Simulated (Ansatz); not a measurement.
What does this script print? It uses Ansatz 0.2.0 through its Python package.

The script, `ch4mgs2.py`:
```python
# -*- coding: utf-8 -*-
import ansatz as az
import numpy as np

geometry_ang = [
    ("C", (-0.3245, 1.5377, 0.3313)),
    ("S", (1.39, 1.3184, 0.0036)),
    ("Mg", (1.0265, -1.0643, -0.3591)),
    ("S", (0.7951, -3.4421, -0.6979)),
    ("H", (-0.9548, 1.2661, -0.5893)),
    ("H", (-0.557, 2.6724, 0.5268)),
    ("H", (-0.6589, 0.9788, 1.1985)),
    ("H", (-0.6242, -3.3241, -0.4698)),
]
system = az.Crystal.molecule()
for symbol, xyz in geometry_ang:
    system = system.atom(symbol, xyz)

setup = system.calculation()
setup = setup.basis(gaussian="6-31G*")
setup = setup.functional("PBE0").md("nve", timestep=0.25, steps=40, temperature=800, initial_velocities="maxwell_boltzmann", seed=34)
frames = []
outcome = setup.session().plan().execute(on_event=lambda e: frames.append(e["data"]) if e["event"] == "md_step" else None)
print("t (fs)   E_pot (eV)      E_kin (eV)   T (K)   d(0-1) (A)")
for f in frames[::2]:
    xyz = np.array(f["positions_ang"])
    print(f"{f['time_fs']:6.2f} {f['lagrangian_ev']:14.5f} {f['e_kin_ev']:10.5f} {f['temperature_k']:8.1f} {np.linalg.norm(xyz[0] - xyz[1]):9.4f}")
kept = np.array([f["conserved_ev"] for f in frames])
print(f"conserved energy moves by at most {1000 * np.ptp(kept):.3f} meV")
```

```console
$ python ch4mgs2.py
t (fs)   E_pot (eV)      E_kin (eV)   T (K)   d(0-1) (A)
  0.00   -28205.91717    0.62045    800.0    1.7593
  0.50   -28205.88743    0.59085    761.8    1.7635
  1.00   -28205.84892    0.55246    712.3    1.7683
  1.50   -28205.80984    0.51347    662.1    1.7736
  2.00   -28205.77680    0.48048    619.5    1.7792
  2.50   -28205.75367    0.45735    589.7    1.7851
  3.00   -28205.74177    0.44545    574.4    1.7913
  3.50   -28205.74177    0.44546    574.4    1.7977
  4.00   -28205.75437    0.45803    590.6    1.8042
  4.50   -28205.77702    0.48048    619.5    1.8109
  5.00   -28205.79871    0.50182    647.0    1.8176
  5.50   -28205.80081    0.50363    649.4    1.8244
  6.00   -28205.76916    0.47205    608.7    1.8310
  6.50   -28205.71176    0.41521    535.4    1.8375
  7.00   -28205.66382    0.36796    474.5    1.8436
  7.50   -28205.66580    0.37014    477.3    1.8493
  8.00   -28205.72877    0.43265    557.9    1.8545
  8.50   -28205.82406    0.52723    679.8    1.8594
  9.00   -28205.90760    0.61035    787.0    1.8640
  9.50   -28205.94975    0.65248    841.3    1.8683
 10.00   -28205.94491    0.64788    835.4    1.8726
conserved energy moves by at most 1.650 meV
```

What to keep in mind:
- The settings weren't tested for convergence.
- The trajectory is only some femtoseconds long, so its temperature is not equilibrated; where the script doesn't relax first, it starts from a rough generated geometry.
- The temperature counts the internal degrees of freedom alone.
- Finished in 2.7 min on 1 thread of Arm Neoverse V1 (shared host), peak memory 0.23 GiB.
